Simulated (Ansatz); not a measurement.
**C₈H₁₆FNOSiTi: a ladder of functionals and wavefunction methods**

An exercise on one series of results from a longer session: the logs are not shown, and one member is left open.

Program: Ansatz 0.2.0, Gaussian basis. Level of theory: functionals in def2-TZVPP, the program's frozen cores in correlated methods. These are calculated values, not measurements.

The runs, in order: LDA (SPW92), PBE-D4, revPBE-D4, BLYP-D4, r2SCAN-D4, B97M-V, PBE0-D4, B3LYP-D4, r2SCANh-D4, r2SCAN0-D4, HSE06-D4, BHLYP-D4, CAM-B3LYP-D4, LC-ωPBE, ωB97X-V, ωB97M-V, B2PLYP, PBE-QIDH; CCSD(T)/def2-SVP; CCSD(T)/def2-TZVPP; MP2/def2-QZVPP; extrapolation to the limit; RPA on PBE.

## The geometry

An earlier PBE0-D4 in a triple-zeta def2 set relaxation fixed the geometry.

SMILES `C[O][Ti]1234([F])([N](C)C)[C@@H]5[C@H]1[C@H]2[C@@]3([SiH3])[C@@H]54`, 29 atoms, charge 0, spin multiplicity 1.

Atoms are counted from 1 here; the program's logs count them from 0.

Bond lengths: C1–O2 1.400 Å, C1–H14 1.097 Å, C1–H15 1.096 Å, C1–H16 1.095 Å, O2–Ti3 1.816 Å, Ti3–F4 1.792 Å, Ti3–N5 1.888 Å, Ti3–C8 2.428 Å, Ti3–C9 2.392 Å, Ti3–C10 2.369 Å, Ti3–C11 2.388 Å, Ti3–C13 2.420 Å, N5–C6 1.438 Å, N5–C7 1.442 Å, C6–H17 1.101 Å, C6–H18 1.092 Å, C6–H19 1.099 Å, C7–H20 1.100 Å and more. Angles: O2–C1–H14 111.5°, O2–C1–H15 110.8°, O2–C1–H16 109.4°, H14–C1–H15 108.0°, H14–C1–H16 108.8°, H15–C1–H16 108.3°, C1–O2–Ti3 127.2°, O2–Ti3–F4 108.8°, O2–Ti3–N5 100.2°, O2–Ti3–C8 85.3°, O2–Ti3–C9 87.9°, O2–Ti3–C10 120.0°, O2–Ti3–C11 141.6°, O2–Ti3–C13 114.3°, F4–Ti3–N5 100.9°, F4–Ti3–C8 112.6°, F4–Ti3–C9 143.1°, F4–Ti3–C10 127.3° and more.

As a file:

```
C    -3.2693   -0.9003    0.0534
O    -1.9399   -1.3254    0.1687
Ti   -0.4541   -0.4471   -0.3971
F    -0.6831    0.0321   -2.1085
N    -0.6949    1.2104    0.4736
C    -1.0076    1.3241    1.8731
C    -0.1836    2.4337   -0.0924
C     0.6567   -2.5940   -0.1682
C     0.8256   -1.8724    1.0354
C     1.5979   -0.7323    0.7516
C     1.9055   -0.7233   -0.6369
Si    2.9331    0.5426   -1.5249
C     1.3170   -1.8946   -1.1874
H    -3.3724    0.1657    0.2919
H    -3.6417   -1.0573   -0.9650
H    -3.8958   -1.4773    0.7417
H    -0.1165    1.5565    2.4771
H    -1.4380    0.3934    2.2487
H    -1.7350    2.1293    2.0460
H     0.7506    2.7538    0.3931
H    -0.9125    3.2469    0.0278
H     0.0079    2.3153   -1.1607
H     0.0647   -3.4889   -0.2879
H     0.3967   -2.1317    1.9922
H     1.8933    0.0258    1.4627
H     2.2799    0.9825   -2.7842
H     4.2698   -0.0176   -1.8605
H     3.1231    1.7142   -0.6293
H     1.3227   -2.1640   -2.2340
```

The first run:

in.yaml

```yaml
crystal:
  periodic: [false, false, false]
  atoms:
    - {symbol: C, position_ang: [-3.269262, -0.900307, 0.053430]}
    - {symbol: O, position_ang: [-1.939946, -1.325428, 0.168655]}
    - {symbol: Ti, position_ang: [-0.454113, -0.447134, -0.397146]}
    - {symbol: F, position_ang: [-0.683147, 0.032107, -2.108494]}
    - {symbol: N, position_ang: [-0.694947, 1.210432, 0.473625]}
    - {symbol: C, position_ang: [-1.007641, 1.324089, 1.873112]}
    - {symbol: C, position_ang: [-0.183609, 2.433672, -0.092371]}
    - {symbol: C, position_ang: [0.656691, -2.593987, -0.168163]}
    - {symbol: C, position_ang: [0.825567, -1.872442, 1.035356]}
    - {symbol: C, position_ang: [1.597864, -0.732299, 0.751559]}
    - {symbol: C, position_ang: [1.905530, -0.723286, -0.636860]}
    - {symbol: Si, position_ang: [2.933052, 0.542561, -1.524900]}
    - {symbol: C, position_ang: [1.317041, -1.894583, -1.187402]}
    - {symbol: H, position_ang: [-3.372363, 0.165726, 0.291947]}
    - {symbol: H, position_ang: [-3.641720, -1.057311, -0.964989]}
    - {symbol: H, position_ang: [-3.895847, -1.477260, 0.741718]}
    - {symbol: H, position_ang: [-0.116521, 1.556472, 2.477073]}
    - {symbol: H, position_ang: [-1.437954, 0.393448, 2.248694]}
    - {symbol: H, position_ang: [-1.734997, 2.129273, 2.045963]}
    - {symbol: H, position_ang: [0.750639, 2.753841, 0.393074]}
    - {symbol: H, position_ang: [-0.912502, 3.246857, 0.027834]}
    - {symbol: H, position_ang: [0.007934, 2.315317, -1.160683]}
    - {symbol: H, position_ang: [0.064681, -3.488883, -0.287937]}
    - {symbol: H, position_ang: [0.396734, -2.131748, 1.992179]}
    - {symbol: H, position_ang: [1.893273, 0.025834, 1.462732]}
    - {symbol: H, position_ang: [2.279881, 0.982525, -2.784228]}
    - {symbol: H, position_ang: [4.269800, -0.017643, -1.860520]}
    - {symbol: H, position_ang: [3.123146, 1.714192, -0.629309]}
    - {symbol: H, position_ang: [1.322745, -2.164014, -2.233968]}
basis:
  gaussian: {orbitals: def2-TZVPP}
hamiltonian: {xc: lda}
output: {orbitals: {seedname: orbitals}}
```

The run is started by

```
ansatz run in.yaml --threads 11 --pin off --events-out ev --progress --plain --max-ram 110592MiB --backend cuda --devices 0, --max-vram 75GiB
```

Steps of the session up to this table: LDA; PBE-D4 (GGA); revPBE-D4 (GGA); BLYP-D4 (GGA); r2SCAN-D4 (meta-GGA); B97M-V (meta-GGA); B3LYP-D4 (hybrid); r2SCANh-D4 (hybrid); r2SCAN0-D4 (hybrid); HSE06-D4 (hybrid); BHLYP-D4 (hybrid); CAM-B3LYP-D4 (range-separated); LC-ωPBE (range-separated); ωB97X-V (range-separated); ωB97M-V (range-separated); B2PLYP (double hybrid); PBE-QIDH (double hybrid).

One of the session's tables, all rows but one given; the rest of the session is left out.

It belongs to the step «Orbital energies across the functionals». 

```
  functional  HOMO (eV)  LUMO (eV)  gap (eV)
 LDA (SPW92)      -5.38      -2.87      2.51
      PBE-D4      -5.21      -2.61      2.60
   revPBE-D4      -5.14      -2.51      2.63
     BLYP-D4      -5.10      -2.50      2.60
   r2SCAN-D4      -5.41      -2.51      2.90
      B97M-V      -5.53      -2.56      2.97
     PBE0-D4      -6.35      -1.57      4.78
    B3LYP-D4      -6.16      -1.84      4.32
  r2SCANh-D4      -5.84      -2.11      3.73
  r2SCAN0-D4      -6.49      -1.51      4.99
    HSE06-D4      -5.95      -1.95      4.00
    BHLYP-D4      -7.39      -0.39      7.00
CAM-B3LYP-D4      -7.63      -0.46      7.16
     LC-ωPBE      -8.87       0.67      9.54
     ωB97X-V      -8.57       0.62      9.19
     ωB97M-V          ?          ?         ?
```

**Question.** Estimate the row for ωB97M-V.

**Answer.** HOMO (eV): -8.50; LUMO (eV): 0.56; gap (eV): 9.06. In the column «HOMO (eV)» it lies between ωB97X-V (-8.57) and CAM-B3LYP-D4 (-7.63).
